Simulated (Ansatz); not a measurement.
Working through an atomisation energy of CH4AlClSe, SMILES C[Se][AlH][Cl]

Computed with the Python package of Ansatz (0.2.0).

Notebook, run cell by cell (the value of a cell's last expression is shown):

In [1]:
```python
from collections import Counter

import ansatz


def energy(molecule, charge=0, unpaired=0):
    calc = (
        molecule.calculation()
        .basis(gaussian="def2-SVP")  # atom-centred Gaussian functions
        .functional("r2scan0")
        .accuracy("medium")  # preset for grids and thresholds
        .scf(lower_state_search="light")
    )
    if charge:
        calc = calc.charge(charge)
    if unpaired:
        calc = calc.spin("collinear", total=unpaired)
    report = calc.run(threads=1).report
    if report["published_state_doubts"]:
        print("  doubts:", report["published_state_doubts"])
    return report["free_energy_ev"]
```

In [2]:
```python
GEOMETRY = """
C    -1.00180    0.82360    0.45340
Se   -0.10330    0.93230   -1.25630
Al    1.31620   -0.88080   -0.64280
Cl    0.80330   -2.95790   -1.01850
H    -1.52230   -0.13380    0.55300
H    -0.34600    1.07490    1.27630
H    -1.81190    1.65090    0.45140
H     2.75790   -0.56630    0.12780
"""
```

In [3]:
```python
geometry = ansatz.Crystal.molecule()
for line in GEOMETRY.strip().splitlines():
    symbol, *xyz = line.split()
    geometry = geometry.atom(symbol, [float(v) for v in xyz])
```

In [4]:
```python
# Hund ground states
unpaired = {"C": 2, "Se": 2, "Al": 1, "Cl": 1, "H": 1}
counts = Counter(site.symbol for site in geometry.cartesian_sites)
atom_energy = {s: energy(ansatz.Crystal.molecule().atom(s, (0, 0, 0)), 0, unpaired[s]) for s in counts}
whole = energy(geometry, 0, 0)
for s, e in atom_energy.items():
    print(f"{s:2s} x{counts[s]}  {e:14.5f} eV")
print(f"CH4AlClSe: {whole:.5f} eV")
split = sum(counts[s] * e for s, e in atom_energy.items()) - whole
print(f"atomisation energy (no zero-point term): {split:.3f} eV, {split / sum(counts.values()):.3f} eV an atom")
```
```text
C  x1     -1028.27257 eV
Se x1    -65339.52671 eV
Al x1     -6591.80477 eV
Cl x1    -12516.15069 eV
H  x4       -13.58464 eV
CH4AlClSe: -85556.25132 eV
atomisation energy (no zero-point term): 26.158 eV, 3.270 eV an atom
```

26.158 eV from the electronic energies, without the zero-point term.

Notes:
- These settings explore the input space; basis and method may be short of convergence.
- The geometry is a force-field or estimated start, not a minimum of this method, and the basis set is short of its limit. All parts are taken at fixed geometry, without zero-point energy.
- The spin-orbit lowering of heavy atoms is left out.
- Run time: 19 s on 1 thread of Arm Neoverse N1 (shared host), peak memory 0.3 GiB.
